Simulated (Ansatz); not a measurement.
This script makes an atomisation energy of C2H2FI, SMILES FC=CI with Ansatz's Python interface.

`run_tae.py`:
```python
from collections import Counter

import ansatz as az

BASIS = 'def2-SVP'
XC = 'HF'


def energy(molecule, charge=0, unpaired=0):
    calc = molecule.calculation().basis(gaussian=BASIS).functional(XC)
    if charge:
        calc = calc.charge(charge)
    if unpaired:
        calc = calc.spin('collinear', total=unpaired)
    return calc.run(threads=1).report['free_energy_ev']

geometry_ang = [
    ('F', [-1.1461, -0.5437, -1.3524]),
    ('C', [-0.6789, -0.2271, -0.1542]),
    ('C', [0.5555, 0.1757, -0.0326]),
    ('I', [1.5024, 0.6142, 1.7824]),
    ('H', [-1.4048, -0.3796, 0.6102]),
    ('H', [1.2139, 0.2965, -0.8995]),
]
c2h2fi = az.Crystal.molecule()
for symbol, xyz in geometry_ang:
    c2h2fi = c2h2fi.atom(symbol, xyz)

unpaired = {'F': 1, 'C': 2, 'I': 1, 'H': 1}
counts = Counter(site.symbol for site in c2h2fi.cartesian_sites)
atom_energy = {s: energy(az.Crystal.molecule().atom(s, (0, 0, 0)), 0, unpaired[s]) for s in counts}
whole = energy(c2h2fi, 0, 0)
for s, e in atom_energy.items():
    print(f'{s:2s} x{counts[s]}  {e:14.5f} eV')
print(f'C2H2FI: {whole:.5f} eV')
split = sum(counts[s] * e for s, e in atom_energy.items()) - whole
print(f'atomisation energy (no zero-point term): {split:.3f} eV, {split / sum(counts.values()):.3f} eV an atom')
```

What does it cost to take this molecule apart into atoms?

15.868 eV from the electronic energies, without the zero-point term.

The run itself:

```console
$ python run_tae.py
F  x1     -2701.65667 eV
C  x2     -1024.37889 eV
I  x1     -8072.24702 eV
H  x2       -13.58606 eV
C2H2FI: -12865.70138 eV
atomisation energy (no zero-point term): 15.868 eV, 2.645 eV an atom
```

What to keep in mind:
- The settings weren't tested for convergence.
- The geometry is a force-field or estimated start, not a minimum of this method, and the basis set is short of its limit. All parts are taken at fixed geometry, without zero-point energy.
- def2 sets replace the cores of elements past krypton by effective core potentials.
- Hartree-Fock leaves correlation out, so bond, atomisation and ionisation energies come out well too low.
- The spin-orbit lowering of heavy atoms is left out.
- Run time: 1.2 s on 1 thread of Arm Neoverse V2 (shared host), peak memory 0.19 GiB.

(Lines on the test bed's own set-up are left out of the output.)
